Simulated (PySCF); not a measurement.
# H5PtS5 ([Pt(SH)5]3-): the cost of one run

Computed with PySCF 2.14.0 and routines of our own; the level stands in each step. Atoms count from 0.

## (1) The starting structure

11 atoms, charge -3, states of the metal's open shell are computed; geometry from: model geometry, bond lengths from ionic radii.

## (2) Ligand-field states: state-averaged CASSCF in water

Job settings and geometry (Å):

```
{"job": {"kind": "lf", "basis": {"metal": "x2c-TZVPall", "ligand": "x2c-SVPall"}, "nevpt": true, "solvent": "water"}, "charge": -3, "metal": "Pt", "open_shell": "d8"}
Pt     0.000000     0.000000     0.000000
S      0.000000     0.000000     2.480000
H      1.320000     0.000000     2.730000
S      2.442323     0.000000    -0.430647
H      2.688525     1.320000    -0.474060
S     -2.442323     0.000000    -0.430647
H     -2.688525    -1.320000    -0.474060
S      0.000000     2.442323    -0.430647
H     -1.320000     2.688525    -0.474060
S     -0.000000    -2.442323    -0.430647
H      1.320000    -2.688525    -0.474060
```

With the program's defaults for keys left out, this is: state-averaged CASSCF of the metal d shell, SC-NEVPT2 on the averaged canonical orbitals, state-interaction spin-orbit coupling.

The run is started by

```console
$ OMP_NUM_THREADS=1 python lf_run.py task.json out
```

This one command runs all jobs of the session in turn.

Q: Estimate the wall time and peak memory of this first job on 1 thread of Arm Neoverse V2, shared host.

About 37 s, with a peak of 0.61 GiB.
